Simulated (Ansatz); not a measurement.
# ClF2HOSW: the cost of one run

Program: Ansatz 0.2.0, Gaussian basis. Level of theory: functionals in def2-TZVPP, the program's frozen cores in correlated methods. These are calculated values, not measurements.

The runs, in order: LDA (SPW92), PBE-D4, revPBE-D4, BLYP-D4, r2SCAN-D4, B97M-V, PBE0-D4, B3LYP-D4, r2SCANh-D4, r2SCAN0-D4, HSE06-D4, BHLYP-D4, CAM-B3LYP-D4, LC-ωPBE, ωB97X-V, ωB97M-V, B2PLYP, PBE-QIDH; CCSD(T)/def2-SVP; CCSD(T)/def2-TZVPP; MP2/def2-QZVPP; extrapolation to the limit; RPA on PBE.

### Step 1. The geometry

The geometry comes from an earlier relaxation with PBE0-D4 in a triple-zeta def2 set; it is a stationary point, not always the lowest conformer. W takes the def2 core potential; no spin-orbit term is included.

SMILES `[OH][W]([F])([F])(=[S])[Cl]`, 7 atoms, charge 0, spin multiplicity 1.

Atoms are counted from 1 here; the program's logs count them from 0.

Bond lengths: O1–W2 1.856 Å, O1–H7 0.962 Å, W2–F3 1.914 Å, W2–F4 1.843 Å, W2–S5 2.138 Å, W2–Cl6 2.253 Å. Angles: W2–O1–H7 118.9°, O1–W2–F3 83.5°, O1–W2–F4 120.7°, O1–W2–S5 97.2°, O1–W2–Cl6 114.5°, F3–W2–F4 82.2°, F3–W2–S5 176.6°, F3–W2–Cl6 86.1°, F4–W2–S5 94.6°, F4–W2–Cl6 121.4°, S5–W2–Cl6 96.6°.

### Step 2. LDA

This LDA is Slater exchange with PW92 correlation.

The input, in.yaml:

```yaml
crystal:
  periodic: [false, false, false]
  atoms:
    - {symbol: O, position_ang: [-0.749975, -0.389620, -1.287552]}
    - {symbol: W, position_ang: [0.129653, -0.008371, 0.301633]}
    - {symbol: F, position_ang: [-1.485239, -0.657570, 1.096908]}
    - {symbol: F, position_ang: [0.873990, -1.357247, 1.312964]}
    - {symbol: S, position_ang: [1.987121, 0.605188, -0.560064]}
    - {symbol: Cl, position_ang: [-0.403555, 1.983309, 1.210495]}
    - {symbol: H, position_ang: [-0.290696, -0.243788, -2.120084]}
basis:
  gaussian: {orbitals: def2-TZVPP}
hamiltonian: {xc: lda}
output: {orbitals: {seedname: orbitals}}
```

Command:

```console
$ ansatz run in.yaml --threads 4 --pin off --events-out ev --progress --plain --max-ram 10444MiB
```

Q: Estimate wall time and peak memory on 4 threads of Intel Xeon at 2.50GHz, shared host.

About 3.9 s, with a peak of 0.37 GiB.
